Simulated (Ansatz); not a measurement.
# CH5AlOS: the cost of one run

All numbers below are computed with Ansatz 0.2.0 (RKS PBE0/def2-SVP).

## Step 1: The system as given

Bond lengths: Al1–S2 2.640 Å, Al1–O3 1.632 Å, Al1–C5 1.983 Å, S2–H6 1.331 Å, C5–H7 1.094 Å, C5–H8 1.093 Å, C5–H9 1.094 Å. Angles: Al1–S2–H6 91.7°, S2–Al1–O3 83.8°, S2–Al1–C5 118.8°, O3–Al1–C5 157.3°, Al1–C5–H7 110.5°, Al1–C5–H8 111.8°, Al1–C5–H9 111.0°, H7–C5–H8 108.0°, H7–C5–H9 107.3°, H8–C5–H9 108.0°.

Coordinates:

```xyz
9

Al   -0.4462    0.1461   -0.3880
S    -1.1689   -0.6026    2.0382
O    -2.0319   -0.0399   -0.7267
H    -2.0794   -0.2746    0.5247
C     1.4562    0.5935   -0.7241
H    -1.2254   -1.8803    1.6709
H     1.5479    1.6147   -1.1057
H     2.0584    0.5174    0.1849
H     1.8893   -0.0743   -1.4742
```

## Step 2: A restrained relaxation towards end A

Springs on the bonds that form and break draw the guess towards this end; the thresholds are loose.

Input file input.yaml:

```yaml
crystal:
  periodic: [false, false, false]
  atoms:
    - { symbol: Al, position_ang: [-0.4462, 0.1461, -0.388] }
    - { symbol: S, position_ang: [-1.1689, -0.6026, 2.0382] }
    - { symbol: O, position_ang: [-2.0319, -0.0399, -0.7267] }
    - { symbol: H, position_ang: [-2.0794, -0.2746, 0.5247] }
    - { symbol: C, position_ang: [1.4562, 0.5935, -0.7241] }
    - { symbol: H, position_ang: [-1.2254, -1.8803, 1.6709] }
    - { symbol: H, position_ang: [1.5479, 1.6147, -1.1057] }
    - { symbol: H, position_ang: [2.0584, 0.5174, 0.1849] }
    - { symbol: H, position_ang: [1.8893, -0.0743, -1.4742] }
basis:
  gaussian: { orbitals: def2-SVP }
hamiltonian:
  xc: pbe0
relax:
  f_tol: 0.15
  max_steps: 25
  restrain:
    - { distance: [3, 1], at: 2.66, k: 30.0 }
    - { distance: [0, 1], at: 2.26, k: 30.0 }
    - { distance: [3, 2], at: 0.97, k: 30.0 }
```

Started as:

```console
$ ansatz run input.yaml --threads 2 --pin off --max-ram 3072MiB --backend cpu --events-out ev --progress --plain --runs-dir out
```

What time and memory should one allow on 2 threads of Arm Neoverse V1, shared host?

About 21 s, with a peak of 0.17 GiB.
